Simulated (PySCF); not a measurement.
# H2Rb2 at other levels of theory

Aim: see what other levels and later steps give for H2Rb2.

The runs use PySCF 2.14.0; each script names its method and basis.

2 further runs of the same task are left out: 2 that didn't finish.

## (1) The system as given

H2Rb2: 4 atoms, charge 0, spin multiplicity 1.

Bond lengths: Rb1–H3 2.643 Å, Rb1–H4 2.643 Å, Rb2–H3 2.643 Å, Rb2–H4 2.643 Å. Angles: H3–Rb1–H4 84.7°, H3–Rb2–H4 84.7°, Rb1–H3–Rb2 95.3°, Rb1–H4–Rb2 95.3°.

## (2) The base run

input.py reads:

```python
from pyscf import gto, scf, mp

mol = gto.M(
    atom='Rb 1.9539 0 0; Rb -1.9539 0 0; H 0 1.7799 0; H 0 -1.7799 0',
    basis='def2-svpd',
    ecp={'Rb': 'def2-svpd'},
    charge=0,
    spin=0,
    verbose=4,
)
mf = scf.RHF(mol)
mf.kernel()
mp.MP2(mf).kernel()
mf.dip_moment()
print('orbital energies (hartree):', mf.mo_energy[..., max(0, mol.nelec[1]-3):mol.nelec[0]+3].round(4))
```

The run is started by

```sh
$ OMP_NUM_THREADS=1 python input.py
```

## (3) Gradient

Run 1 changes step after the SCF: mp2 → gradient.

input.py, as its differences from that of step 2:

```diff
@@ -1,2 +1,2 @@
-from pyscf import gto, scf, mp
+from pyscf import gto, scf
 
@@ -12,3 +12,3 @@
 mf.kernel()
-mp.MP2(mf).kernel()
+mf.nuc_grad_method().kernel()
 mf.dip_moment()
```

## (4) CASSCF

Run 2 changes step after the SCF: mp2 → casscf; active space: none → 6 electrons in 5 orbitals.

input.py, as its differences from that of step 2:

```diff
@@ -1,2 +1,2 @@
-from pyscf import gto, scf, mp
+from pyscf import gto, scf, mcscf
 
@@ -12,3 +12,5 @@
 mf.kernel()
-mp.MP2(mf).kernel()
+mc = mcscf.CASSCF(mf, 5, 6)
+mc.kernel()
+mc.analyze()
 mf.dip_moment()
```

## (5) Hf,lyp (RKS)

Run 3 changes functional: none (Hartree–Fock) → hf,lyp; SCF type: RHF → RKS; step after the SCF: mp2 → analyze.

input.py, as its differences from that of step 2:

```diff
@@ -1,2 +1,2 @@
-from pyscf import gto, scf, mp
+from pyscf import gto, dft
 
@@ -10,5 +10,5 @@
 )
-mf = scf.RHF(mol)
+mf = dft.RKS(mol, xc='hf,lyp')
 mf.kernel()
-mp.MP2(mf).kernel()
+mf.mulliken_pop()
 mf.dip_moment()
```

**Question.** What will these runs give? Wanted: for each run, E(SCF); from base; gap; SCF dipole; after the SCF.

**Answer**, as computed:

| run | E(SCF) (hartree) | from base (eV) | cycles | gap (eV) | SCF dipole (D) | after the SCF |
| --- | --- | --- | --- | --- | --- | --- |
| base | -48.711268 | 0 | 8 | 6.62 | 0.00 | MP2 correlation -4.185 eV |
| gradient | -48.711268 | 0.0000 | 8 | 6.62 | 0.00 | n/a |
| CASSCF | -48.711268 | 0.0000 | 8 | 6.62 | 0.00 | CASSCF correlation 0.000 eV (this space leaves nothing to correlate) |
| hf,lyp (RKS) | -49.232441 | not comparable | 8 | 7.21 | 0.00 | n/a |

**Reading.** A lower total energy from another functional means nothing by itself.
